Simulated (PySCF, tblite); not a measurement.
**C₈H₇FO₃: infrared bands and NMR shifts**

Aim: predict the infrared bands and NMR shifts of C₈H₇FO₃ (`COC1=C(F)C(=O)C=C(C)C1=O`).

The runs use tblite 0.8.0 and PySCF 2.14.0, with density-fitted response routines of our own; the level of theory stands in each step. All values are computed, except where a source is named. Atoms count from 0, in the outputs and in this text.

## (1) Starting geometry

19 atoms, charge 0, multiplicity 1; geometry from: GFN2-xTB.

Bonds of the start (Å): C0–O1 1.41, O1–C2 1.33, C2–C3 1.35, C3–F4 1.36, C3–C5 1.47, C5–O6 1.21, C5–C7 1.47, C7–C8 1.34, C8–C9 1.49, C8–C10 1.48, C10–O11 1.21, C10–C2 1.50, C0–H12 1.09, C0–H13 1.09, C0–H14 1.09, C7–H15 1.08, C9–H16 1.09, C9–H17 1.09, C9–H18 1.09.

## (2) Harmonic vibrations with GFN2-xTB

Job settings and geometry (Å):

```
{"job": {"kind": "ir", "xc": "GFN2-xTB", "basis": "xTB"}, "charge": 0, "multiplicity": 1}
C      3.055537     1.248200     0.269439
O      1.658389     1.446805     0.173353
C      0.825904     0.407994     0.073306
C      1.101678    -0.916718     0.042679
F      2.370982    -1.387032     0.116052
C      0.078967    -1.964598    -0.070388
O      0.358838    -3.146537    -0.095118
C     -1.307783    -1.480753    -0.150853
C     -1.642962    -0.185695    -0.126127
C     -3.045599     0.309544    -0.207885
C     -0.602460     0.867241    -0.012561
O     -0.874503     2.044568     0.010429
H      3.482657     2.246737     0.338959
H      3.448417     0.740957    -0.614286
H      3.316719     0.673857     1.160841
H     -2.057252    -2.255437    -0.233335
H     -3.150779     0.970694    -1.066890
H     -3.749457    -0.512538    -0.291269
H     -3.277097     0.901961     0.676193
```

**Question.** This job is followed by: GIAO PBE0/pcSseg-1 NMR shielding, non-relativistic, gas phase. What will the session give for the following? strongest single infrared mode (GFN2-xTB); zero-point energy (GFN2-xTB); 13C shifts against TMS (PBE0/pcSseg-1); 1H shifts against TMS (PBE0/pcSseg-1, means over atoms taken as alike); 17O shifts against H2O (PBE0/pcSseg-1); 19F shifts against CFCl3 (PBE0/pcSseg-1).

The runs gave:

| quantity | value |
| --- | --- |
| strongest single infrared mode (GFN2-xTB) | 1687 cm⁻¹, 467 km/mol |
| zero-point energy (GFN2-xTB) | 83.2 kcal/mol |
| 13C shifts against TMS (PBE0/pcSseg-1) | 188.8, 184.9, 152.5, 149.0, 148.8, 136.3, 60.2, 19.8 ppm |
| 1H shifts against TMS (PBE0/pcSseg-1, means over atoms taken as alike) | 6.47, 4.29, 2.09 ppm |
| 17O shifts against H2O (PBE0/pcSseg-1) | 714.3, 710.8, 117.7 ppm |
| 19F shifts against CFCl3 (PBE0/pcSseg-1) | -170.9 ppm |

What this shows: All 51 modes are real, so the xTB geometry is a minimum. The strongest single mode, at 1687 cm⁻¹, is carried by C5, O6, C10. Unscaled tight-binding wavenumbers are off by several per cent, some by more. Its intensities can rank the bands wrongly. The most deshielded hydrogen is H15 (hydrogen on a β carbon of a C=C–C=O unit), at 6.47 ppm: a vinylic proton, deshielded by the sp2 carbon and the C=C anisotropy.
